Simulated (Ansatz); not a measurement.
# Ge (Ge, simple cubic): the cost of one run

Computed with Ansatz 0.2.0 (DFT r2SCAN, plane waves (500 eV) with PAW, scalar-relativistic; PBE-made PAW files, unless a step says otherwise).

### Step 1. The structure to begin with

The structure is cubic, space group Pm-3m (No. 221). The conventional cell has a = 2.749 Å, b = 2.749 Å, c = 2.749 Å, α = 90.00°, β = 90.00°, γ = 90.00°. Ge (site symmetry m-3m) has 6 Ge at 2.75 Å as nearest neighbours.

Structure file:

```xyz
1
Lattice="2.7491 0.0000 0.0000 0.0000 2.7491 0.0000 0.0000 0.0000 2.7491" Properties=species:S:1:pos:R:3 pbc="T T T"
Ge    0.0000    0.0000    0.0000
```

### Step 2. Relaxation of the cell

The input, input.yaml:

```yaml
crystal:
  lattice:
    - [2.749147533, 0.0, 0.0]
    - [0.0, 2.749147533, 0.0]
    - [0.0, 0.0, 2.749147533]
  atoms:
    - { symbol: Ge, position: [0.0, 0.0, 0.0] }
hamiltonian:
  xc: r2scan
  pseudopotentials:
    kind: paw
    azcp:
      Ge: "pseudopotentials/Ge.paw.azcp"
basis:
  ecutwfc: 500
  fft_grid_basis: typed
kpoints:
  mp_grid: { grid: [11, 11, 11], shift: [0, 0, 0] }
magnetization:
  spin_polarized: false
scf:
  occupations: { method: fermi_dirac, width: 0.1 }
relax:
  max_steps: 60
  f_tol: 0.01
  cell: {}
```

Command:

```console
ansatz run input.yaml --threads 1 --pin off --max-ram 3584MiB --backend cpu --events-out ev --progress --plain --runs-dir out
```

Q: Estimate wall time and peak memory on 1 thread of Intel Xeon Platinum 8259CL at 2.50GHz (Skylake/Cascade Lake), shared host.

About 14 s, with a peak of 0.55 GiB.
